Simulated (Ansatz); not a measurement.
# Ge2Sb2Te5 (P-3m1) in Ansatz: a series of runs, part 2 of 2

Ansatz 0.2.0. The steps go on from the part before.

### 3 Band structure, PBE

input.yaml

```yaml
crystal:
  lattice:
    - [4.2940644248, 0.0, 0.0]
    - [-2.1470322124, 3.7187688774, 0.0]
    - [0.0, 0.0, 17.101346]
  atoms:
    - { symbol: Te, position: [0.6666666667, 0.3333333333, 0.419892] }
    - { symbol: Te, position: [0.3333333333, 0.6666666667, 0.580108] }
    - { symbol: Te, position: [0.3333333333, 0.6666666667, 0.201542] }
    - { symbol: Te, position: [0.6666666667, 0.3333333333, 0.798458] }
    - { symbol: Te, position: [0.0, 0.0, 0.0] }
    - { symbol: Sb, position: [0.0, 0.0, 0.320068] }
    - { symbol: Sb, position: [0.0, 0.0, 0.679932] }
    - { symbol: Ge, position: [0.6666666667, 0.3333333333, 0.102895] }
    - { symbol: Ge, position: [0.3333333333, 0.6666666667, 0.897105] }
hamiltonian:
  xc: pbe
  pseudopotentials: { kind: paw }
kpoints:
  mp_grid: { grid: [7, 7, 2] }
  band_path:
    path:
      - [[0.0, 0.0, 0.0], [0.5, 0.0, 0.0], [0.3333333333, 0.3333333333, 0.0], [0.0, 0.0, 0.0], [0.0, 0.0, 0.5], [0.5, 0.0, 0.5], [0.3333333333, 0.3333333333, 0.5], [0.0, 0.0, 0.5]]
      - [[0.5, 0.0, 0.5], [0.5, 0.0, 0.0]]
      - [[0.3333333333, 0.3333333333, 0.0], [0.3333333333, 0.3333333333, 0.5]]
    npoints: 10
scf:
  occupations: { method: fermi_dirac, width: 0.05 }
  n_extra_bands: 22
output:
  forces: true
  stress: true
  eigenvalues: true
  fatbands: false
```

Potentials or basis: Ansatz PAW.

The run is started by

```console
$ ansatz run input.yaml --threads 4 --pin off --max-ram 11264MiB --backend cpu --events-out ev --progress --plain --runs-dir out
```

Standard output:

```text
Warning: RAYON_NUM_THREADS=4 ignored (pool sized by the plan → 4); use --threads N
scf.n_extra_bands = 22 over 69 filled bands (N_el = 138.0): the run solves 91 bands
Engine: ansatz 0.2.0, aarch64-unknown-linux-gnu
Pseudopotentials: kind: paw
Pseudopotential: Te, paw, valence charge 16, recommended cutoff 420 eV (normal), Te.paw.azcp
Pseudopotential: Sb, paw, valence charge 15, recommended cutoff 420 eV (normal), Sb.paw.azcp
Pseudopotential: Ge, paw, valence charge 14, recommended cutoff 420 eV (normal), Ge.paw.azcp
Functional definition: PBE
  parameter kappa = 0.804
  parameter beta = 0.06672455060314922
  exchange = pbe_x(kappa = kappa, mu = beta*pi^2/3)
  correlation = pbe_c(beta = beta)
Crystal: 9 atoms, lattice volume = 273.085 Å³
Basis set: ecut = 420 eV, 5295 PW (Γ), exchange–correlation on 60×60×240 points (8 copies of the dense FFT grid, shifted against one another)
Bands: 91, of which v1, the nominal top of the filled ones, is band 69 counted from 1 (68 counted from 0)
Symmetry: 12 space group operations
Space group: P-3m1 (ITA 164), of the structure as read, at distance tolerance 6.5e-5 Å
k-points: 16 of 98
Non-local potential: Te, projectors of the file, l = 0: 2, l = 1: 2, l = 2: 2, l = 3: 2
Non-local potential: Sb, projectors of the file, l = 0: 2, l = 1: 2, l = 2: 2, l = 3: 2
Non-local potential: Ge, projectors of the file, l = 0: 2, l = 1: 2, l = 2: 3, l = 3: 1
PAW form: soft (Blöchl's): semilocal exchange-correlation on the pseudo side does not see the compensation charge
PAW one-centre angular grid: Te, 590 points (default); XC on 64 Gauss nodes
PAW one-centre angular grid: Sb, 590 points (default); XC on 64 Gauss nodes
PAW one-centre angular grid: Ge, 590 points (default); XC on 64 Gauss nodes
Initial density: superposition of atomic densities (neutral atoms: chi_scale 0, normalization atom), corrected by the library's trained network
Initial wavefunctions: pseudopotential atomic-orbital guess
Functional: x = pbe(κ = 0.804, μ = 0.2195149727645171), c = pbe(β = 0.06672455060314922)
SCF iter   1: F=—  HF=-56459.681065 eV  |F-HF|=—  |Δ(HF+E_count)|=         —  Δρ=1.41e-3  dr2=1.07e-1  ethr=1.77e-3  ⟨swp⟩=6.4  Hψ=5821  notcnv=0  defer=105
preconditioner: auto → Resta (q_TF=auto, 2.435 Å⁻¹)  ε∞=3.6  [insulator: Δε(μ)=0.262 eV  Ē_g=9.701 eV  σ=0.050 eV  W_gap=0.84  n_scr=66 (ndim 8)  ℏωp=15.6 eV  f_vac=0.012  D(μ)=0.10/eV (n_scr^D=0)  ε∞_Penn≈3.6]
SCF iter   2: F=—  HF=-56459.689321 eV  |F-HF|=—  |Δ(HF+E_count)|=   8.26e-3  Δρ=2.21e-3  dr2=3.88e-1  ethr=7.77e-5  ⟨swp⟩=2.8  Hψ=2156  notcnv=0  defer=180
SCF iter   3: F=—  HF=-56459.670328 eV  |F-HF|=—  |Δ(HF+E_count)|=   1.90e-2  Δρ=5.41e-4  dr2=2.30e-3  ethr=7.77e-5  ⟨swp⟩=2.0  Hψ=1539  notcnv=0  defer=180
SCF iter   4: F=—  HF=-56459.670579 eV  |F-HF|=—  |Δ(HF+E_count)|=   2.51e-4  Δρ=2.33e-4  dr2=2.58e-4  ethr=1.67e-6  ⟨swp⟩=2.0  Hψ=1550  notcnv=0  defer=180
SCF iter   5: F=—  HF=-56459.670630 eV  |F-HF|=—  |Δ(HF+E_count)|=   5.11e-5  Δρ=7.20e-5  dr2=1.67e-5  ethr=1.87e-7  ⟨swp⟩=2.0  Hψ=1622  notcnv=0  defer=180
SCF iter   6: F=—  HF=-56459.670460 eV  |F-HF|=—  |Δ(HF+E_count)|=   1.70e-4  Δρ=3.28e-5  dr2=3.43e-6  ethr=1.21e-8  ⟨swp⟩=2.0  Hψ=2140  notcnv=0  defer=187
SCF iter   7: F=—  HF=-56459.670463 eV  |F-HF|=—  |Δ(HF+E_count)|=   2.99e-6  Δρ=8.29e-6  dr2=2.37e-7  ethr=2.49e-9  ⟨swp⟩=2.0  Hψ=1649  notcnv=0  defer=187
SCF iter   8: F=-56459.670464 eV  HF=-56459.670464 eV  |F-HF|=2.40e-8  |Δ(HF+E_count)|=   3.66e-7  Δρ=2.38e-6  dr2=2.14e-8  ethr=7.25e-11  ⟨swp⟩=15.7  Hψ=8443  notcnv=0
SCF 1 converged in 8 iterations: F = -56459.670464 eV  dr2 = 2.14e-8
NSCF: frozen V_eff on 93 k-points
SCF converged after 8 iterations
Free energy (F): -56459.670464 eV
Harris-Foulkes:  -56459.670464 eV  (|F-HF|=2.40e-8)
Internal energy: -56459.669380 eV  (E = F + TS)
E sigma→0 (E₀):  -56459.669922 eV
Entropy (-TS):   -0.001084 eV (-0.120 meV/atom)
Fermi energy:    9.302406 eV
--- Per-component energies (eV) ---
  E_band       = -1937.952210
  E_kinetic    = 1530.300570
  E_local      = -14575.001585  (includes V_loc(G=0)·N_el)
  E_nonlocal   = -2.164336
  E_hartree    = 7718.509013
  E_xc         = -1047.458857
  E_vxc        = -839.017834  (∫ρ·V_xc dr)
  E_paw        = -36488.219643  (= ΣΔE_a)
  E_vpaw       = -3489.088564  (= ΣTr[D̂ρ^β])
  E_aug_tail   = -0.000341  (compensation charges beyond the density's cutoff)
  E_ewald      = -13595.634202
  E_smearing   = -0.001084  (= −TS)
  E_closure    = -0.000000  (closes the sum)
  Σ components = -56459.670464   (vs F -56459.670464, Δ=0.00e0)
--- Forces (eV/Å), atoms counted from 1 ---
  atom   1  Te     0.00000000     0.00000000    -0.05233459
  atom   2  Te     0.00000000    -0.00000000     0.05233459
  atom   3  Te     0.00000000     0.00000000    -0.04286588
  atom   4  Te     0.00000000    -0.00000000     0.04286588
  atom   5  Te     0.00000000    -0.00000000     0.00000000
  atom   6  Sb    -0.00000000    -0.00000000    -0.06511850
  atom   7  Sb    -0.00000000     0.00000000     0.06511850
  atom   8  Ge    -0.00000000    -0.00000000    -0.09128160
  atom   9  Ge     0.00000000     0.00000000     0.09128160
  max |Σ_I F_I| component: 1.79e-17 eV/Å
--- Stress (GPa, compression-positive) ---
        0.312717       0.000000      -0.000000
        0.000000       0.312717      -0.000000
       -0.000000      -0.000000       0.345145
  P = ⅓ Tr σ = 0.3235 GPa (3.235 kbar)
--- Band table (eV; the first three rows and the last of 16) ---
  k-point 0: bands = ["-27.9354", "-27.9354", "-27.9338", "-27.9338", "-27.9280", "-27.9280", "-27.9246", "-27.9246", "-27.9246", "-27.9236", "-27.7029", "-27.7029", "-27.6990", "-27.6990", "-27.6990", "-27.6990", "-27.6831", "-27.6831", "-27.6831", "-27.6831", "-27.5803", "-27.5803", "-27.5802", "-27.5774", "-27.5774", "-20.5314", "-20.5314", "-20.5314", "-20.5314", "-20.5285", "-20.5285", "-20.5264", "-20.5264", "-20.5264", "-20.5264", "-15.7690", "-15.7690", "-15.7682", "-15.7682", "-15.7652", "-15.7650", "-15.7644", "-15.7644", "-15.7636", "-15.7636", "-3.9576", "-3.6819", "-3.3418", "-2.5672", "-2.2455", "0.5476", "0.6126", "2.2700", "3.3169", "6.4959", "7.0798", "7.0798", "7.2113", "7.2113", "7.2569", "7.5918", "7.5918", "7.6292", "7.6292", "7.9286", "7.9286", "8.0504", "8.3637", "9.1924", "9.4700", "9.4700", "9.5180", "10.1112", "10.1112", "10.1849", "10.6884", "10.6884", "10.8403", "11.9095", "11.9540", "11.9540", "14.0611", "14.0862", "14.6233", "14.6233", "14.6940", "14.6940", "14.9122", "15.1928", "16.0961", "16.0961"]
  k-point 1: bands = ["-27.9354", "-27.9354", "-27.9338", "-27.9338", "-27.9280", "-27.9280", "-27.9246", "-27.9246", "-27.9246", "-27.9236", "-27.7029", "-27.7029", "-27.6990", "-27.6990", "-27.6990", "-27.6990", "-27.6831", "-27.6831", "-27.6831", "-27.6831", "-27.5803", "-27.5803", "-27.5802", "-27.5774", "-27.5774", "-20.5314", "-20.5314", "-20.5314", "-20.5314", "-20.5285", "-20.5285", "-20.5264", "-20.5264", "-20.5264", "-20.5264", "-15.7690", "-15.7690", "-15.7682", "-15.7682", "-15.7652", "-15.7650", "-15.7644", "-15.7644", "-15.7636", "-15.7636", "-3.9127", "-3.7958", "-3.1350", "-2.8487", "-2.0695", "0.1580", "1.1783", "1.9401", "3.4678", "6.3629", "7.0821", "7.0821", "7.2074", "7.2074", "7.5386", "7.5386", "7.5464", "7.7521", "7.7521", "7.7725", "7.8487", "7.8487", "8.4955", "9.0563", "9.6954", "9.6954", "9.7632", "9.7632", "9.7686", "9.9761", "10.8947", "10.8947", "10.9010", "11.8657", "11.8657", "11.9159", "14.0220", "14.1601", "14.4563", "14.4563", "14.5177", "15.0723", "15.0723", "15.5038", "15.5038", "15.9277"]
  k-point 2: bands = ["-27.9353", "-27.9351", "-27.9338", "-27.9334", "-27.9282", "-27.9281", "-27.9251", "-27.9245", "-27.9243", "-27.9232", "-27.7028", "-27.7028", "-27.6991", "-27.6991", "-27.6990", "-27.6990", "-27.6831", "-27.6831", "-27.6828", "-27.6828", "-27.5804", "-27.5803", "-27.5800", "-27.5774", "-27.5771", "-20.5316", "-20.5316", "-20.5306", "-20.5306", "-20.5280", "-20.5280", "-20.5269", "-20.5269", "-20.5265", "-20.5265", "-15.7695", "-15.7688", "-15.7685", "-15.7680", "-15.7650", "-15.7649", "-15.7643", "-15.7642", "-15.7637", "-15.7634", "-3.7787", "-3.5066", "-3.1782", "-2.4385", "-2.1375", "0.5709", "0.6140", "1.9949", "2.9110", "5.6708", "6.0477", "6.2082", "6.6066", "6.6358", "6.7247", "6.8420", "7.2515", "7.5409", "7.5675", "7.8897", "8.0460", "8.1229", "8.3969", "8.9717", "9.7282", "9.7909", "10.2175", "10.3216", "10.4716", "10.5974", "11.1460", "11.1770", "11.6595", "12.1450", "12.1851", "12.5746", "13.3904", "13.9060", "14.0009", "14.6726", "14.7920", "14.8723", "15.1863", "15.3777", "15.8292", "16.3729"]
  k-point 15: bands = ["-27.9347", "-27.9337", "-27.9332", "-27.9322", "-27.9295", "-27.9279", "-27.9271", "-27.9240", "-27.9228", "-27.9225", "-27.7021", "-27.7021", "-27.6995", "-27.6995", "-27.6993", "-27.6993", "-27.6825", "-27.6825", "-27.6820", "-27.6820", "-27.5807", "-27.5805", "-27.5793", "-27.5768", "-27.5763", "-20.5308", "-20.5308", "-20.5287", "-20.5287", "-20.5284", "-20.5284", "-20.5278", "-20.5278", "-20.5259", "-20.5259", "-15.7706", "-15.7699", "-15.7692", "-15.7683", "-15.7644", "-15.7642", "-15.7635", "-15.7634", "-15.7632", "-15.7627", "-2.1810", "-2.0642", "-1.8734", "-1.8472", "-1.6484", "-0.3933", "-0.3757", "0.8177", "0.8782", "4.1792", "4.2035", "4.5245", "4.5905", "4.7397", "5.2981", "5.4701", "5.7583", "5.9224", "6.6237", "6.8557", "7.5910", "7.8544", "8.1187", "8.3205", "10.1241", "10.2215", "10.7564", "10.8478", "11.5334", "11.6882", "12.6255", "12.8380", "12.8521", "13.6769", "14.0027", "14.1932", "14.2710", "14.3691", "14.4601", "14.4938", "15.2315", "16.0383", "16.1027", "16.4558", "16.5911", "16.7479"]
```

Wall time 24 s (4 threads of Arm Neoverse V1, shared host); peak memory 1.5 GiB.

Results:

| Quantity | Value |
| --- | --- |
| Free energy | -56459.6705 eV |
| Pressure | 0.3 GPa |
| Largest force | 0.091 eV/Å |
| Band gap on the k mesh | 0.28 eV, direct |
| Band gap along the path | 0.26 eV, indirect (least direct gap 0.28 eV) |

Forces in eV/Å, atoms in the order of the input:
```
Te   0.000  0.000 -0.052
Te   0.000  0.000  0.052
Te   0.000  0.000 -0.043
Te   0.000  0.000  0.043
Te   0.000  0.000  0.000
Sb   0.000  0.000 -0.065
Sb   0.000  0.000  0.065
Ge   0.000  0.000 -0.091
Ge   0.000  0.000  0.091
```

Levels at the corners of the path, in eV from the valence-band top:
```
point  band 65  band 66  band 67  band 68  band 69  band 70  band 71  band 72  band 73  band 74
    Γ    -1.26    -1.26    -1.14    -0.83     0.00     0.28     0.28     0.33     0.92     0.92
    M    -2.04    -1.62    -1.53    -1.30    -0.82     0.46     0.96     1.03     1.27     1.27
    K    -2.85    -2.32    -0.77    -0.77    -0.66     0.70     0.70     0.95     2.67     2.68
    Γ    -1.26    -1.26    -1.14    -0.83     0.00     0.28     0.28     0.33     0.92     0.92
    A    -1.42    -1.34    -1.34    -0.70    -0.14     0.50     0.50     0.57     0.57     0.58
    L    -2.34    -2.08    -1.81    -1.29    -0.56     0.35     0.57     1.56     1.60     1.77
    H    -2.11    -1.72    -1.35    -1.35    -1.27     1.55     1.55     1.71     1.71     1.76
    A    -1.42    -1.34    -1.34    -0.70    -0.14     0.50     0.50     0.57     0.57     0.58
    L    -2.34    -2.08    -1.81    -1.29    -0.56     0.35     0.57     1.56     1.60     1.77
    M    -2.04    -1.62    -1.53    -1.30    -0.82     0.46     0.96     1.03     1.27     1.27
    K    -2.85    -2.32    -0.77    -0.77    -0.66     0.70     0.70     0.95     2.67     2.68
    H    -2.11    -1.72    -1.35    -1.35    -1.27     1.55     1.55     1.71     1.71     1.76
```

Caveat: spin-orbit coupling is left out, which moves the levels of the heavy elements.
